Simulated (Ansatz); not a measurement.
# CH₄BFOSi: a ladder of functionals and wavefunction methods

How much do the methods differ for CH₄BFOSi? The plan is to run it at one geometry with functionals of several rungs and with coupled cluster, and see how far each lands from CCSD(T) at the basis-set limit for the atomisation energy.

The runs use Ansatz 0.2.0, Gaussian basis; functionals in def2-TZVPP, the program's frozen cores in correlated methods.

Levels to be run: LDA (SPW92), PBE-D4, revPBE-D4, BLYP-D4, r2SCAN-D4, B97M-V, PBE0-D4, B3LYP-D4, r2SCANh-D4, r2SCAN0-D4, HSE06-D4, BHLYP-D4, CAM-B3LYP-D4, LC-ωPBE, ωB97X-V, ωB97M-V, B2PLYP, PBE-QIDH; CCSD(T)/def2-SVP; CCSD(T)/def2-TZVPP; MP2/def2-QZVPP; extrapolation to the limit; RPA on PBE.

### Step 1. The geometry

The geometry comes from an earlier relaxation with PBE0-D4 in a triple-zeta def2 set; it is a stationary point, not always the lowest conformer.

SMILES `O=CB[SiH2]F`, 9 atoms, charge 0, spin multiplicity 1.

Atoms are counted from 1 here; the program's logs count them from 0.

Bond lengths: O1–C2 1.227 Å, C2–B3 1.521 Å, C2–H6 1.099 Å, B3–Si4 2.001 Å, B3–H7 1.195 Å, Si4–F5 1.610 Å, Si4–H8 1.489 Å, Si4–H9 1.486 Å. Angles: O1–C2–B3 90.0°, O1–C2–H6 122.9°, B3–C2–H6 147.1°, C2–B3–Si4 120.9°, C2–B3–H7 117.0°, Si4–B3–H7 122.0°, B3–Si4–F5 110.9°, B3–Si4–H8 109.8°, B3–Si4–H9 112.6°, F5–Si4–H8 107.4°, F5–Si4–H9 107.2°, H8–Si4–H9 108.8°.

### Step 2. LDA

This LDA is Slater exchange with PW92 correlation.

in.yaml

```yaml
crystal:
  periodic: [false, false, false]
  atoms:
    - {symbol: O, position_ang: [-0.789457, 0.780354, 1.703762]}
    - {symbol: C, position_ang: [-0.128335, 1.442074, 0.910398]}
    - {symbol: B, position_ang: [0.628067, 0.188738, 0.495808]}
    - {symbol: Si, position_ang: [-0.077187, -1.007602, -0.944994]}
    - {symbol: F, position_ang: [-1.360768, -0.349177, -1.659654]}
    - {symbol: H, position_ang: [-0.262375, 2.524966, 0.778467]}
    - {symbol: H, position_ang: [1.608668, -0.084915, 1.121736]}
    - {symbol: H, position_ang: [0.963988, -1.202597, -1.991903]}
    - {symbol: H, position_ang: [-0.494200, -2.338142, -0.430919]}
basis:
  gaussian: {orbitals: def2-TZVPP}
hamiltonian: {xc: lda}
output: {orbitals: {seedname: orbitals}}
```

Started as:

```sh
$ ansatz run in.yaml --threads 2 --pin off --events-out ev --progress --plain --max-ram 4352MiB
```

Further steps of the session: PBE-D4 (GGA); revPBE-D4 (GGA); BLYP-D4 (GGA); r2SCAN-D4 (meta-GGA); B97M-V (meta-GGA); PBE0-D4 (hybrid); B3LYP-D4 (hybrid); r2SCANh-D4 (hybrid); r2SCAN0-D4 (hybrid); HSE06-D4 (hybrid); BHLYP-D4 (hybrid); CAM-B3LYP-D4 (range-separated); LC-ωPBE (range-separated); ωB97X-V (range-separated); ωB97M-V (range-separated); B2PLYP (double hybrid); PBE-QIDH (double hybrid); CCSD(T) in def2-SVP; CCSD(T) in def2-TZVPP; MP2 in def2-QZVPP; RPA on PBE orbitals.

Before running them: what should the planned runs give, taken together? Wanted: atomisation energy, CCSD(T)/CBS; farthest beyond LDA; mean size of error, GGA; mean size of error, meta-GGA; mean size of error, hybrid; mean size of error, range-separated; mean size of error, double hybrid; gap, smallest and largest; T1 diagnostic.

**Answer**, as computed:

```
                               quantity                                                                 value
        atomisation energy, CCSD(T)/CBS                                                             34.929 eV
    functionals within 0.175 eV (0.5 %)  revPBE-D4, PBE0-D4, B3LYP-D4, r2SCANh-D4, HSE06-D4, LC-ωPBE, ωB97M-V
                    farthest beyond LDA                                                  BHLYP-D4 (-1.228 eV)
                mean size of error, GGA                                                              0.408 eV
           mean size of error, meta-GGA                                                              0.293 eV
             mean size of error, hybrid                                                              0.316 eV
    mean size of error, range-separated                                                              0.153 eV
      mean size of error, double hybrid                                                              0.248 eV
              gap, smallest and largest                             3.64 eV (LDA (SPW92)), 11.49 eV (LC-ωPBE)
                          T1 diagnostic                                                                0.0189
triples share of the correlation energy                                                                 3.8 %
```

**Reading.** LDA overbinds by 5.432 eV (16 %). PBE-D4 misses by +0.962 eV. Double hybrids carry the basis error of their MP2 part in triple zeta, and no dispersion term here, so their miss is partly the set-up's. By mean error the best rung here is range-separated (0.153 eV) and the worst beyond LDA is GGA (0.408 eV). The reference freezes the cores and leaves out relativity and excitations past (T), so misses under about 0.175 eV can't be ranked. Hartree-Fock recovers 73 % of the binding; the rest is correlation. CCSD(T) in def2-SVP is off by -2.032 eV, worse than the median functional, from the basis alone. Orbital gaps span 3.6 to 11.5 eV; exact exchange widens them.
